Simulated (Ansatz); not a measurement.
# Si2H6 + SiH4O: a complex and its separated parts

The complex below is one end of an elementary step. How strongly is it bound against its free parts?

Computed with Ansatz 0.2.0, Gaussian basis. Level: PBE0-D4/def2-TZVP structures, single points in def2-TZVPP, no counterpoise correction.

Levels: SPW92, PBE-D4, BLYP-D4, r2SCAN-D4, B97M-V, PBE0-D4, B3LYP-D4, r2SCAN0-D4, BHLYP-D4, CAM-B3LYP-D4, wB97X-V, wB97M-V, B2PLYP, PBE-QIDH, RPA on PBE, Hartree-Fock, MP2, CCSD, CCSD(T).

Correlated methods freeze the cores. B3LYP uses VWN-RPA correlation. B2PLYP carries no dispersion term here.

94 further runs of the same task are left out: 94 set aside as unsound or not needed.

**1. Starting geometry**

The complex: 14 atoms, charge 0, spin multiplicity 1.

Atoms are counted from 1 here; the program's logs count them from 0.

Bond lengths: Si1–H2 1.490 Å, Si1–H3 1.486 Å, Si1–H4 1.488 Å, Si1–Si5 2.340 Å, Si5–H9 1.488 Å, Si5–H10 1.486 Å, Si5–H11 1.487 Å, H6–O7 0.959 Å, O7–Si8 1.646 Å, Si8–H12 1.481 Å, Si8–H13 1.490 Å, Si8–H14 1.490 Å. Angles: H2–Si1–H3 108.1°, H2–Si1–H4 107.4°, H2–Si1–Si5 111.0°, H3–Si1–H4 108.9°, H3–Si1–Si5 111.2°, H4–Si1–Si5 110.1°, Si1–Si5–H9 108.9°, Si1–Si5–H10 111.1°, Si1–Si5–H11 110.0°, H9–Si5–H10 108.8°, H9–Si5–H11 108.8°, H10–Si5–H11 109.3°, H6–O7–Si8 117.1°, O7–Si8–H12 106.0°, O7–Si8–H13 111.9°, O7–Si8–H14 111.8°, H12–Si8–H13 109.8°, H12–Si8–H14 109.8° and more.

As a file:

```
Si   -1.57584    0.07908    0.95081
H    -1.24801   -1.00874   -0.01384
H    -2.29521    1.15032    0.21318
H    -2.48764   -0.49626    1.97576
Si    0.36088    0.90586    1.97040
H    -0.60080   -1.84376   -2.05189
O     0.17591   -1.58455   -2.55018
Si    1.11261   -0.39100   -1.91219
H    -0.02952    1.82060    3.07705
H     1.19559    1.65919    0.99957
H     1.15695   -0.21576    2.53465
H     2.19950   -0.15942   -2.89064
H     1.69377   -0.78269   -0.59735
H     0.34171    0.86721   -1.70541
```

Its parts: Si2H6 holds atoms 1, 2, 3, 4, 5, 9, 10, 11; SiH4O holds atoms 6, 7, 8, 12, 13, 14. Each part counts its atoms afresh in its own runs.

**2. Relaxing Si2H6 alone**

Contents of relax-a/in.yaml:

```yaml
crystal:
  periodic: [false, false, false]
  atoms:
    - {symbol: Si, position_ang: [-1.575838, 0.079083, 0.950807]}
    - {symbol: H, position_ang: [-1.248013, -1.008743, -0.013842]}
    - {symbol: H, position_ang: [-2.295214, 1.150321, 0.213181]}
    - {symbol: H, position_ang: [-2.487640, -0.496256, 1.975756]}
    - {symbol: Si, position_ang: [0.360883, 0.905860, 1.970400]}
    - {symbol: H, position_ang: [-0.029524, 1.820602, 3.077047]}
    - {symbol: H, position_ang: [1.195592, 1.659188, 0.999569]}
    - {symbol: H, position_ang: [1.156946, -0.215756, 2.534648]}
basis:
  gaussian: {orbitals: def2-TZVP}
hamiltonian: {xc: pbe0, dispersion: d4}
relax: {f_tol: 0.005, max_steps: 200}
```

Started as:

```
> ansatz run in.yaml --threads 8 --pin off --events-out ev --progress --plain --max-ram 19148MiB
```

Further steps of the session: Relaxing SiH4O alone; SPW92/def2-TZVPP; PBE-D4/def2-TZVPP; BLYP-D4/def2-TZVPP; r2SCAN-D4/def2-TZVPP; B97M-V/def2-TZVPP; PBE0-D4/def2-TZVPP; B3LYP-D4/def2-TZVPP; r2SCAN0-D4/def2-TZVPP; BHLYP-D4/def2-TZVPP; CAM-B3LYP-D4/def2-TZVPP; wB97X-V/def2-TZVPP; wB97M-V/def2-TZVPP; B2PLYP/def2-TZVPP; PBE-QIDH/def2-TZVPP; RPA on PBE/def2-TZVPP; CCSD(T)/def2-TZVPP; MP2/def2-QZVPP; Vibrations of Si2H6; Vibrations of SiH4O.

What does the calculation give? Wanted: complex less parts, CCSD(T)/def2-TZVPP; with zero-point energy; largest T1 diagnostic.

As calculated:

| quantity | value |
| --- | --- |
| complex less parts, CCSD(T)/def2-TZVPP | -1.85 kcal/mol |
| with zero-point energy | -1.11 kcal/mol |
| largest T1 diagnostic | 0.013 |

**Reading.** At CCSD(T) the complex lies 1.85 kcal/mol below its parts. Among the functionals r2SCAN-D4 lands nearest to CCSD(T) (-0.35 kcal/mol) and SPW92 farthest (-2.25 kcal/mol). wB97X-V is as near within the digits shown. Mean unsigned error by rung: LDA 2.25, GGA 0.77, meta-GGA 0.48, hybrid 0.65, range-separated hybrid 0.47, double hybrid 1.11 kcal/mol. PBE-D4 gives a relative energy 0.94 kcal/mol too low, an error of 51 % of the reference. No counterpoise was applied, and triple zeta lacks some correlation, so the CCSD(T) reference has a basis error of its own, and close matches with it are partly luck.
